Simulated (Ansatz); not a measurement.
**Relaxation of Cs**

The start is Cs, a borrowed structure type, volume estimated. Where does it settle when we relax cell and atoms, and what is it like there?

Program: Ansatz 0.2.0. Level of theory: DFT, r2SCAN, no spin polarisation, plane waves, PAW. These are calculated values, not measurements.

## 1. The system as given

Symmetry: I4/mmm, No. 139, tetragonal system. The conventional cell has a = 4.869 Å, b = 4.869 Å, c = 4.016 Å, α = 90.00°, β = 90.00°, γ = 90.00°. Cs (site symmetry 4/mmm) is surrounded by 10 Cs at 3.99 to 4.02 Å.

Coordinates:

```
CELL_PARAMETERS angstrom
-2.43434 2.43434 2.00825
2.43434 -2.43434 2.00825
2.43434 2.43434 -2.00825
ATOMIC_POSITIONS crystal
Cs 0.00000 0.00000 0.00000
```

It starts from an earlier solution of the starting cell (checkpoint.read).

## 2. The relaxation

input.yaml reads:

```yaml
crystal:
  lattice:
    - [-2.434336, 2.434336, 2.00825]
    - [2.434336, -2.434336, 2.00825]
    - [2.434336, 2.434336, -2.00825]
  atoms:
    - { symbol: Cs, position: [0.0, 0.0, 0.0] }
  symmetry: { tolerance: 0.0003 }
kpoints:
  mp_grid: { grid: [11, 11, 11], shift: [0, 0, 0] }
magnetization:
  spin_polarized: false
scf:
  occupations: { method: fermi_dirac }
  lower_state_search: "off"
hamiltonian:
  pseudopotentials: { kind: paw }
  xc: r2scan
basis:
  ecutwfc: 500
  fft_grid_basis: typed
relax:
  max_steps: 80
  cell: { p_target: 0.0 }
output:
  forces: true
  stress: true
  eigenvalues: true
  bader: true
  populations: true
  elf: true
  write_potential: true
  volumetric_format: npy
  dos:
    e_range: [-12, 8]
    de: 0.05
    projected: { site_lists: { Cs: [Cs] } }
  write_density: true
checkpoint:
  read: saved_state
```

Started as:

```
$ ansatz run input.yaml --threads 2 --pin off --max-ram 3584MiB --backend cpu --events-out ev --progress --plain --runs-dir out
```

**Question.** What will these runs give? Wanted: moves; energy gained; largest move; cell; volume; pressure at the end; character.

The runs gave:

```
                                                 quantity                                                                         value
                                                    moves                                                                            14
                                            energy gained                                                                732.6 meV/atom
                                             largest move                                                                        0.00 Å
                     space group (0.01 Å), before / after                                                               I4/mmm / I4/mmm
                                                     cell  a = 5.443 Å, b = 5.443 Å, c = 5.443 Å, α = 108.89°, β = 108.89°, γ = 110.64°
                                                   volume                                                     124.10 Å³/atom (+160.7 %)
                                      pressure at the end                                                                     -0.01 GPa
                                                character                                                                         metal
density of states, mean within 0.25 eV of the Fermi level                                                           1.2 per eV per cell
```

In words: The volume grew by 160.7 %, and the atoms end where they began within the cell; the energy fell by 732.6 meV per atom. The cell is metallic; within 0.25 eV of the Fermi level the density of states averages 1.2 per eV per cell, mostly Cs s (80 %).
